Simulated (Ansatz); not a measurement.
# C3H11AlO: small, medium and large basis sets

One table from this session's results is given with a row withheld; the runs are named, their logs left out.

The runs use Ansatz 0.2.0, Gaussian basis; one geometry, several basis sets.

The runs, in order: PBE0-D4/def2-SVP; ωB97M-V/def2-SVP; PBE0-D4/def2-QZVPP; ωB97M-V/def2-QZVPP; the functionals' def2-TZVPP values are taken from earlier runs.

## Structure used throughout

An earlier PBE0-D4 in a triple-zeta def2 set relaxation fixed the geometry.

SMILES `[CH3][Al-]([CH3])([CH3])[OH2+]`, 16 atoms, charge 0, spin multiplicity 1.

Atoms are counted from 1 here; the program's logs count them from 0.

Bond lengths: C1–Al2 1.979 Å, C1–H6 1.097 Å, C1–H7 1.096 Å, C1–H8 1.097 Å, Al2–C3 1.979 Å, Al2–C4 1.967 Å, Al2–O5 2.056 Å, C3–H9 1.097 Å, C3–H10 1.097 Å, C3–H11 1.096 Å, C4–H12 1.095 Å, C4–H13 1.096 Å, C4–H14 1.095 Å, O5–H15 0.964 Å, O5–H16 0.964 Å. Angles: Al2–C1–H6 113.5°, Al2–C1–H7 110.6°, Al2–C1–H8 113.0°, H6–C1–H7 106.0°, H6–C1–H8 107.6°, H7–C1–H8 105.7°, C1–Al2–C3 117.7°, C1–Al2–C4 118.0°, C1–Al2–O5 96.4°, C3–Al2–C4 118.0°, C3–Al2–O5 96.3°, C4–Al2–O5 102.6°, Al2–C3–H9 113.0°, Al2–C3–H10 113.5°, Al2–C3–H11 110.6°, H9–C3–H10 107.6°, H9–C3–H11 105.7°, H10–C3–H11 106.0° and more.

The first run:

in.yaml

```yaml
crystal:
  periodic: [false, false, false]
  atoms:
    - {symbol: C, position_ang: [-0.625974, 0.726214, -1.711968]}
    - {symbol: Al, position_ang: [0.085110, -0.142633, -0.082251]}
    - {symbol: C, position_ang: [1.692355, 0.650692, 0.756722]}
    - {symbol: C, position_ang: [-0.214923, -2.073503, 0.139271]}
    - {symbol: O, position_ang: [-1.276772, 0.673984, 1.223674]}
    - {symbol: H, position_ang: [-0.575030, 1.821124, -1.680880]}
    - {symbol: H, position_ang: [-0.049438, 0.422091, -2.593086]}
    - {symbol: H, position_ang: [-1.665248, 0.448760, -1.926771]}
    - {symbol: H, position_ang: [1.834148, 0.332171, 1.796717]}
    - {symbol: H, position_ang: [1.696619, 1.747160, 0.742459]}
    - {symbol: H, position_ang: [2.598190, 0.338631, 0.224443]}
    - {symbol: H, position_ang: [-0.023889, -2.410532, 1.163568]}
    - {symbol: H, position_ang: [0.449292, -2.654777, -0.510522]}
    - {symbol: H, position_ang: [-1.238279, -2.368282, -0.116043]}
    - {symbol: H, position_ang: [-0.820296, 1.221008, 1.872730]}
    - {symbol: H, position_ang: [-1.888766, 1.245192, 0.746136]}
basis:
  gaussian: {orbitals: def2-SVP}
hamiltonian: {xc: pbe0, dispersion: d4}
output: {orbitals: {seedname: orbitals}}
```

Run with:

```
$ ansatz run in.yaml --threads 4 --pin off --events-out ev --progress --plain --max-ram 11315MiB
```

Among the steps run: PBE0-D4 in def2-SVP; ωB97M-V in def2-SVP; PBE0-D4 in def2-QZVPP; ωB97M-V in def2-QZVPP.

One of the session's tables, all rows but one given; the rest of the session is left out.

It belongs to the step «Functionals by basis». 

| functional | basis | HOMO (eV) |
| --- | --- | --- |
| PBE0-D4 | def2-SVP | -6.80 |
| PBE0-D4 | def2-TZVPP | -6.89 |
| PBE0-D4 | def2-QZVPP | -6.91 |
| ωB97M-V | def2-SVP | -9.05 |
| ωB97M-V | def2-TZVPP | ? |
| ωB97M-V | def2-QZVPP | -9.16 |

Estimate the missing values for ωB97M-V, def2-TZVPP.

As computed: HOMO (eV): -9.15. In the column «HOMO (eV)» it lies between ωB97M-V, def2-QZVPP (-9.16) and ωB97M-V, def2-SVP (-9.05).
